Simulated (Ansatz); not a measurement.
# The S atom: r²SCAN0 and r²SCANh beside r²SCAN

Aim: see what exact exchange does to the levels and moments, and what it costs. r²SCAN is run first for comparison.

Computed with Ansatz 0.2.0 (DFT, plane waves (500 eV) with PBE-made PAW files, scalar-relativistic; functionals as named at each step, unless a step says otherwise).

### Step 1. Starting point

A box of 14.0 × 14.4 × 14.8 Å, with unequal sides, keeps the periodic images far apart.

As a file:

```
S
1.0
    14.00000    0.00000    0.00000
     0.00000   14.40000    0.00000
     0.00000    0.00000   14.80000
S
1
Direct
  0.50000 0.50000 0.50000
```

### Step 2. r²SCAN single point

The run with r²SCAN.

The input, input.yaml:

```yaml
crystal:
  lattice:
    - [14.0, 0.0, 0.0]
    - [0.0, 14.4, 0.0]
    - [0.0, 0.0, 14.8]
  atoms:
    - { symbol: S, position: [0.5, 0.5, 0.5], spin: 2.0 }
  symmetry: { detect: false, time_reversal: true }
hamiltonian:
  xc: r2scan
  pseudopotentials:
    kind: paw
    azcp:
      S: "pseudopotentials/S.paw.azcp"
basis:
  ecutwfc: 500
  fft_grid_basis: typed
kpoints:
  mp_grid: { grid: [1, 1, 1], shift: [0, 0, 0] }
magnetization:
  spin_polarized: true
scf:
  occupations: { method: fermi_dirac, width: 0.01 }
```

On the command line:

```
$ ansatz run input.yaml --threads 4 --pin off --max-ram 10240MiB --backend cpu --events-out ev --progress --plain --runs-dir out
```

### Step 3. r²SCAN0

The run with r²SCAN0.

Edit input.yaml of step 2 so:

```diff
@@ -9,3 +9,3 @@
 hamiltonian:
-  xc: r2scan
+  xc: r2scan0
   pseudopotentials:
```

### Step 4. r²SCANh single point

The run with r²SCANh.

Edit input.yaml of step 3 so:

```diff
@@ -9,3 +9,3 @@
 hamiltonian:
-  xc: r2scan0
+  xc: r2scanh
   pseudopotentials:
```

(Steps that only read results are left out.)

**Question.** What will these runs give? Wanted: r²SCAN: gap; r²SCAN: magnetic state; r²SCAN0: gap; r²SCAN0: magnetic state; r²SCANh: gap; r²SCANh: magnetic state; r²SCAN0: above the element's usual form.

**Answer**, as computed:

| quantity | value |
| --- | --- |
| r²SCAN: gap | 1.29 eV |
| r²SCAN: magnetic state | total moment 2.00 μB |
| r²SCAN0: gap | 3.59 eV |
| r²SCAN0: magnetic state | total moment 2.00 μB |
| r²SCAN0: SCF cycles, exchange loops | 24, 2 |
| r²SCAN0: CPU time over that of r²SCAN | 0.18 |
| r²SCANh: gap | 2.22 eV |
| r²SCANh: magnetic state | total moment 2.00 μB |
| r²SCANh: SCF cycles, exchange loops | 23, 2 |
| r²SCANh: CPU time over that of r²SCAN | 0.17 |
| r²SCAN0: above the element's usual form (alpha-S8 (Fddd)) | 2.76 eV/atom |

**Reading.** Exact exchange widens the gap from 1.29 eV (r²SCAN) to 3.59 eV (r²SCAN0). r²SCAN0 took less CPU time than r²SCAN here, which is no rule: the r²SCAN run spent more cycles, searches or output. r²SCANh gives a gap of 2.22 eV. The exchange operator of r²SCAN0 was renewed in 2 outer loops. The atom lies 2.76 eV above the element's usual form under r²SCAN0 (from a run of its own). Absolute energies differ from functional to functional, by eV per atom at times, and say nothing by themselves.
